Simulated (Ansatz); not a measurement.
# AlBrH3N: ionisation energy by level of theory

One table from this session's results is given with a row withheld; the runs are named, their logs left out.

Computed with Ansatz 0.2.0, Gaussian basis. Level: unrestricted cation, the program's frozen cores in correlated methods.

The runs, in order: UKS PBE-D4/def2-TZVPP; UKS r2SCAN-D4/def2-TZVPP; UKS PBE0-D4/def2-TZVPP; UKS B3LYP-D4/def2-TZVPP; UKS wB97X-V/def2-TZVPP; UKS wB97M-V/def2-TZVPP; UKS B2PLYP/def2-TZVPP; UHF-CCSD(T)/def2-TZVPP; UHF-CCSD(T)/def2-QZVPP; extrapolation to the limit; then −ε(HOMO) from the neutral's earlier runs with LDA (SPW92), PBE-D4, revPBE-D4, BLYP-D4, r2SCAN-D4, B97M-V, PBE0-D4, B3LYP-D4, r2SCANh-D4, r2SCAN0-D4, HSE06-D4, BHLYP-D4, CAM-B3LYP-D4, LC-ωPBE, ωB97X-V, ωB97M-V.

**The relaxed structure**

The geometry comes from an earlier relaxation with PBE0-D4 in a triple-zeta def2 set; it is a stationary point.

SMILES `[NH2][AlH][Br]`, 6 atoms, charge 0, spin multiplicity 1.

Atoms are counted from 1 here; the program's logs count them from 0.

Bond lengths: N1–Al2 1.756 Å, N1–H4 1.007 Å, N1–H5 1.007 Å, Al2–Br3 2.258 Å, Al2–H6 1.571 Å. Angles: Al2–N1–H4 124.3°, Al2–N1–H5 124.9°, H4–N1–H5 110.7°, N1–Al2–Br3 117.4°, N1–Al2–H6 121.8°, Br3–Al2–H6 120.8°.

The first run:

File in.yaml:

```yaml
crystal:
  periodic: [false, false, false]
  atoms:
    - {symbol: N, position_ang: [-0.538598, 0.312041, -0.786977]}
    - {symbol: Al, position_ang: [0.365172, -0.087983, 0.664593]}
    - {symbol: Br, position_ang: [1.476993, -2.053217, 0.688523]}
    - {symbol: H, position_ang: [-1.070311, 1.158633, -0.909725]}
    - {symbol: H, position_ang: [-0.597928, -0.268198, -1.607785]}
    - {symbol: H, position_ang: [0.406770, 0.874724, 1.905171]}
basis:
  gaussian: {orbitals: def2-TZVPP}
total_charge: 1
magnetization: {spin_polarized: true, initial_magnetization: 1}
hamiltonian: {xc: pbe, dispersion: d4}
```

The run is started by

```
> ansatz run in.yaml --threads 2 --pin off --events-out ev --progress --plain --max-ram 32768MiB --backend cpu
```

Among the steps run: Cation, UKS PBE-D4/def2-TZVPP; Cation, UKS r2SCAN-D4/def2-TZVPP; Cation, UKS PBE0-D4/def2-TZVPP; Cation, UKS B3LYP-D4/def2-TZVPP; Cation, UKS wB97X-V/def2-TZVPP; Cation, UKS wB97M-V/def2-TZVPP; Cation, UKS B2PLYP (frozen core)/def2-TZVPP; Cation, UHF-CCSD(T)/def2-TZVPP; Cation, UHF-CCSD(T)/def2-QZVPP.

One table of the session follows, with a row left open; its other results are not shown here.

It belongs to the step «Ionisation energies side by side». For comparison, −ε(HOMO) of the neutral from earlier runs:

| functional | −ε(HOMO) (eV) |
| --- | --- |
| LDA (SPW92) | 6.62 |
| PBE-D4 | 6.43 |
| revPBE-D4 | 6.36 |
| BLYP-D4 | 6.28 |
| r2SCAN-D4 | 6.72 |
| B97M-V | 6.76 |
| PBE0-D4 | 7.80 |
| B3LYP-D4 | 7.54 |
| r2SCANh-D4 | 7.24 |
| r2SCAN0-D4 | 8.01 |
| HSE06-D4 | 7.39 |
| BHLYP-D4 | 9.07 |
| CAM-B3LYP-D4 | 9.23 |
| LC-ωPBE | 10.68 |
| ωB97X-V | 10.27 |
| ωB97M-V | ? |

Estimate the missing values for ωB97M-V.

As computed: −ε(HOMO) (eV): 10.16. In the column «−ε(HOMO) (eV)» it lies between CAM-B3LYP-D4 (9.23) and ωB97X-V (10.27).
